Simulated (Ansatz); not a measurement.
Something may be wrong with this Ansatz 0.2.0 calculation of GdO.

input.yaml

```yaml
crystal:
  lattice:
    - [0.0, 2.592, 2.7]
    - [2.592, 0.0, 2.7]
    - [2.592, 2.592, 0.0]
  atoms:
    - { symbol: Gd, position: [0.0, 0.0, 0.0], spin: 7.0 }
    - { symbol: O, position: [0.25, 0.25, 0.25] }
hamiltonian:
  xc: pbe
  pseudopotentials: { kind: paw }
magnetization:
  spin_polarized: true
kpoints:
  mp_grid: { grid: [7, 7, 7] }
  band_path:
    path:
      - [[0.0, 0.0, 0.0], [-0.5, 0.0, -0.5], [-0.5, -0.2304, -0.7304], [-0.3652, -0.3652, -0.7304], [0.0, 0.0, 0.0], [0.5, 0.5, 0.0], [0.3652, 0.3652, -0.2696], [0.0, 0.0, -0.5], [-0.25, 0.25, -0.5], [0.2304, 0.5, -0.2696], [0.5, 0.5, 0.0]]
      - [[-0.5, 0.0, -0.5], [-0.25, 0.25, -0.5]]
    npoints: 14
scf:
  occupations: { method: fermi_dirac, width: 0.05 }
  n_extra_bands: 6
  max_iter: 50
output:
  forces: true
  stress: true
  eigenvalues: true
  fatbands: false
basis:
  ecutwfc: "30 meV"
```

Potentials or basis: Ansatz PAW.

The run is started by

```bash
$ ansatz run input.yaml --threads 2 --pin off --max-ram 5632MiB --backend cpu --events-out ev --progress --plain --runs-dir out
```

Output:

```text
Error: inconsistent input (scf.n_extra_bands, basis.ecutwfc, kpoints): n_bands = 18 exceeds the smallest per-k basis n_pw = 0 (k-point 1, counted from 0 among those solved) — raise basis.ecutwfc
```

**Question.** Diagnose the run.

**Answer.** The program refused the input. The input holds a flaw that was put in on purpose: a cutoff in the wrong unit (basis.ecutwfc = 30 meV).
